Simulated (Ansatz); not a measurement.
# SnAs (Fm-3m): cell relaxations under several functionals, by script

A script is to give cell relaxations under several functionals; the system is SnAs (Fm-3m).

The COD entry's cell or inner coordinates are ideal or old and differ from later refinements, so a difference from it is no clean test against experiment.

Program: the Python package of Ansatz 0.2.0. The levels of theory stand in the script. These are calculated values, not measurements.

### 1 Starting point

It takes space group Fm-3m (No. 225, cubic). The conventional cell has a = 5.681 Å, b = 5.681 Å, c = 5.681 Å, α = 90.00°, β = 90.00°, γ = 90.00°. Sn (site symmetry m-3m) is surrounded by 6 As at 2.84 Å. As (site symmetry m-3m) is surrounded by 6 Sn at 2.84 Å.

No structure file is read: the coordinates are typed or built in the script.

### 2 The code

Input file lattice_snas.py:

```python
"""Relaxed cell of SnAs under several functionals."""

import ansatz as az
import numpy as np

def edges_and_angles(cell):
    cell = np.asarray(cell)
    a, b, c = np.linalg.norm(cell, axis=1)
    cosines = cell[1] @ cell[2] / (b * c), cell[0] @ cell[2] / (a * c), cell[0] @ cell[1] / (a * b)
    return (a, b, c, *np.degrees(np.arccos(cosines)))


def main() -> None:
    lattice = az.Lattice.of(
        (0.0, 2.8405, 2.8405),
        (2.8405, 0.0, 2.8405),
        (2.8405, 2.8405, 0.0),
    )
    sites = [
        ("Sn", (0.0, 0.0, 0.0)),
        ("As", (0.5, 0.5, 0.5)),
    ]
    snas = az.Crystal(lattice=lattice)
    for symbol, position in sites:
        snas = snas.atom(symbol, position)

    job = snas.calculation()
    job = job.basis(21 * az.Ha).kpoints(length=28)
    job = job.occupations("gaussian")
    job = job.scf(tolerance=1e-07).relax(cell=True)

    levels = [("pbesol", "d3bj"), ("blyp", "d3bj"), ("lda", "none")]
    print("level            a       b       c    alpha   beta  gamma  V/atom  steps")
    for name, dispersion in levels:
        seen = []
        run = job.functional(name, dispersion=dispersion).session().plan()
        out = run.execute(on_event=lambda e: seen.append(e) if e["event"] == "relax_step" else None)
        cell = out.lattice.cell_ang
        label = name if dispersion == "none" else f"{name}+{dispersion}"
        print("{:13s} {:7.4f} {:7.4f} {:7.4f} {:6.2f} {:6.2f} {:6.2f}".format(label, *edges_and_angles(cell)), f"{abs(np.linalg.det(cell)) / len(out.lattice.sites):7.3f} {len(seen):5d}")


if __name__ == "__main__":
    main()
```

### 3 The calls as engine input

The engine receives this input (first run):

```yaml
crystal:
  lattice:
    - [0.0, 2.8405, 2.8405]
    - [2.8405, 0.0, 2.8405]
    - [2.8405, 2.8405, 0.0]
  atoms:
    - { symbol: Sn, position: [0.0, 0.0, 0.0] }
    - { symbol: As, position: [0.5, 0.5, 0.5] }
basis:
  ecutwfc: 571.4391111657479
kpoints:
  mp_grid:
    grid: [9, 9, 9]
hamiltonian:
  xc: pbesol
  dispersion: d3bj
scf:
  convergence:
    dr2_threshold: 1.0e-07
  occupations:
    method: gaussian
relax:
  cell: {}
```

### 4 Running it

Run with:

```console
> python lattice_snas.py
```

Standard output:

```text
level            a       b       c    alpha   beta  gamma  V/atom  steps
DeckWarning: relax.cell: scf.convergence.dr2_threshold = 1e-7 eV (the SCF's general default) is looser than the 2e-10 eV advised for a relaxation that steers and ends on the stress (1e-10 eV for each atom of the cell: 2). What an SCF threshold leaves in a stress goes as its square root, and in the free energy as the threshold itself, and one threshold admits the most on a small cell: of the [...]
pbesol+d3bj    3.9908  3.9908  3.9908  60.00  60.00  60.00  22.472     5
blyp+d3bj      4.0741  4.0741  4.0741  60.00  60.00  60.00  23.908     5
lda            4.0103  4.0103  4.0103  60.00  60.00  60.00  22.803     4
```

(Warnings from the package without file and line, shortened.)

It took 31 s on 1 thread of Arm Neoverse V1, shared host; peak memory 0.46 GiB.

### 5 Inputs of later runs

The engine's inputs for the other runs:

Run 2, against run 1:

```diff
@@ -15 +15 @@
-  xc: pbesol
+  xc: blyp
```

Run 3, against run 1:

```diff
@@ -15,2 +15,2 @@
-  xc: pbesol
-  dispersion: d3bj
+  xc: lda
+  dispersion: none
```

Lines on the test bed's own set-up are left out of the output.

### 6 The runs side by side

One row for each of the 3 runs:

| run | functional | dispersion | energy (eV/atom) | final volume (Å³/atom) | pressure (GPa) | SCF cycles in all | CPU time (s) |
| --- | --- | --- | --- | --- | --- | --- | --- |
| 1 | pbesol | d3bj | -5381.8820 | 22.47 | 0.00 | 19 | 10 |
| 2 | blyp | d3bj | -5454.5485 | 23.91 | 0.01 | 26 | 11 |
| 3 | lda | none | -5326.6821 | 22.80 | 0.00 | 17 | 8.4 |

Energies are free energies F = E - TS of the smeared occupations. Totals under unlike functionals or potentials can't be compared directly.

### 7 The relaxation of run 1, step by step

The steps of the relaxation:

```csv
step,E - E(step 1) (eV/cell),largest force component (eV/Å),pressure (GPa),volume (Å³)
1,0.0000,0.0000,-1.52,45.84
2,0.0006,0.0000,1.75,44.03
3,-0.0043,0.0000,-0.06,44.98
4,-0.0043,0.0000,0.00,44.94
5,-0.0043,0.0000,0.00,44.94
```

Step 1 is the start. Step 5 repeats the geometry before it on a plane-wave basis chosen anew for that cell, so its energy need not be comparable with the rows above. Step 2 was tried and not accepted.

Lengths and angles in the start's conventional setting:

|  | before | after | change |
| --- | --- | --- | --- |
| a (Å) | 5.681 | 5.644 | -0.7 % |
| b (Å) | 5.681 | 5.644 | -0.7 % |
| c (Å) | 5.681 | 5.644 | -0.7 % |
| volume (Å³/atom) | 22.92 | 22.47 | -1.9 % |
| shortest distance (Å) | 2.841 | 2.822 | -0.7 % |
| space group (0.01 Å) | Fm-3m | Fm-3m | same |

The run keeps the 48 symmetry operations of the start, so it could not have lowered the symmetry.

### 8 Path of the relaxation of run 3

The steps of the relaxation:

| step | energy from step 1 (eV/cell) | largest force component (eV/Å) | pressure (GPa) | volume (Å³) |
| --- | --- | --- | --- | --- |
| 1 | 0.0000 | 0.0000 | -0.39 | 45.84 |
| 2 | 0.0000 | 0.0000 | 0.41 | 45.37 |
| 3 | -0.0003 | 0.0000 | 0.00 | 45.61 |
| 4 | -0.0003 | 0.0000 | 0.00 | 45.61 |

Step 1 is the start. Step 4 repeats the geometry before it on a plane-wave basis chosen anew for that cell, so its energy need not be comparable with the rows above. Step 2 was tried and not accepted.

Lengths and angles in the start's conventional setting:

|  | before | after | change |
| --- | --- | --- | --- |
| a (Å) | 5.681 | 5.671 | -0.2 % |
| b (Å) | 5.681 | 5.671 | -0.2 % |
| c (Å) | 5.681 | 5.671 | -0.2 % |
| volume (Å³/atom) | 22.92 | 22.80 | -0.5 % |
| shortest distance (Å) | 2.841 | 2.836 | -0.2 % |
| space group (0.01 Å) | Fm-3m | Fm-3m | same |

Forces and stress were held to the start's 48 operations: a distortion of lower symmetry was not tested.

### 9 What came out

| quantity | value |
| --- | --- |
| runs compared | 3 |
| relaxed volume | 22.47 (pbesol d3bj) to 23.91 Å³/atom (blyp d3bj) |

**Reading.** From smallest to largest: PBEsol+D3BJ (22.47 Å³ an atom, -1.9 % against the start), LDA (22.80 Å³ an atom, -0.5 % against the start) and BLYP+D3BJ (23.91 Å³ an atom, +4.3 % against the start). The spread is 6.4 % in volume. In run 1, over 2 moves the cell shrank by 1.9 % in volume, and the space group stayed Fm-3m. In run 3, over 1 move the cell shrank by 0.5 % in volume, and the space group stayed Fm-3m. Caveats:
- Forces vanish by symmetry, so the ions can't move, and the end may be a saddle.
- BLYP and dispersion corrections can be off by several per cent in the lattices of metals, and by several GPa in the pressure at a fixed cell.
- For a metal this k-point mesh is coarse: on a finer one energies can move by several to tens of meV an atom and pressures by half a GPa or more, differences at one mesh by less.
- Edges and angles that the script prints are those of the cell as typed, here a primitive one.
- Of the deposited cell: the entry's cell lengths or inner coordinates differ somewhat from later room-temperature determinations.
